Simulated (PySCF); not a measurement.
# CsIn+: from the state search to spectroscopic constants

An exercise on one series of results from a longer session: the logs are not shown, and one member is left open.

Computed with PySCF 2.14.0. Level: Cs def2-SVPD with ECP46, In def2-SVPD with ECP28, scalar-relativistic core potentials.

The first run:

A driver script around PySCF takes these settings:

| Item | Value |
| --- | --- |
| atoms | Cs, In |
| charge | 1 |
| basis | Cs def2-SVPD with ECP46, In def2-SVPD with ECP28 |
| Hamiltonian | scalar-relativistic core potentials |
| basis functions | 59 |
| electrons treated | 29 |
| masses in u | 132.9054, 114.9039 |
| levels | PBE0, PBE, r²SCAN, revPBE, PBEsol, BHandHLYP, HF, MP2, SCS-MP2 |
| grid | 80 radial by 434 angular points |
| occupations | held fixed by the projection of orbital angular momentum |
| dissociation limit | Cs+ + In, each in its ground configuration |
| starting distance in angstrom | 3.695 |
| values of 2S to try | 1, 3 |

Started as:

```sh
$ OMP_NUM_THREADS=1 python dia.py task.json out
```

Among the steps run: Set-up; PBE0 along the bond; Other states along the same grid; PBE (GGA); r²SCAN; revPBE; PBEsol; BHandHLYP; UHF.

One table of the session follows, with a row left open; its other results are not shown here.

It belongs to the step «The curves together». Energy (eV) from each level's lowest point:

| R (Å) | UHF | UHF-MP2 | UHF-SCS-MP2 | PBE | PBEsol |
| --- | --- | --- | --- | --- | --- |
| 3.833 | 0.217 | 0.155 | 0.166 | 0.124 | 0.101 |
| 4.011 | ? | ? | ? | ? | ? |
| 4.190 | 0.054 | 0.029 | 0.034 | 0.019 | 0.011 |
| 4.323 | 0.026 | 0.011 | 0.013 | 0.005 | 0.001 |
| 4.457 | 0.009 | 0.002 | 0.003 | 0.000 | 0.000 |
| 4.591 | 0.001 | 0.000 | 0.000 | 0.001 | 0.005 |
| 4.769 | 0.000 | 0.006 | 0.005 | 0.010 | 0.017 |
| 4.992 | 0.010 | 0.024 | 0.021 | 0.029 | 0.040 |
| 5.259 | 0.033 | 0.053 | 0.049 | 0.057 | 0.072 |
| 5.616 | 0.070 | 0.098 | 0.092 | 0.099 | 0.118 |

**Question.** Estimate the row for R (Å) = 4.011.

Worked estimate for «UHF». A straight line through the neighbours (3.833, 0.217) and (4.190, 0.054) gives 0.217 + (0.054 − 0.217) × (4.011 − 3.833) / (4.190 − 3.833) = 0.136; a parabola fitted to 3 rows on both sides gives 0.120.

**Answer.** UHF: 0.116; UHF-MP2: 0.075; UHF-SCS-MP2: 0.082; PBE: 0.056; PBEsol: 0.042. In «UHF» the line misses by +0.020 and the parabola by +0.004.
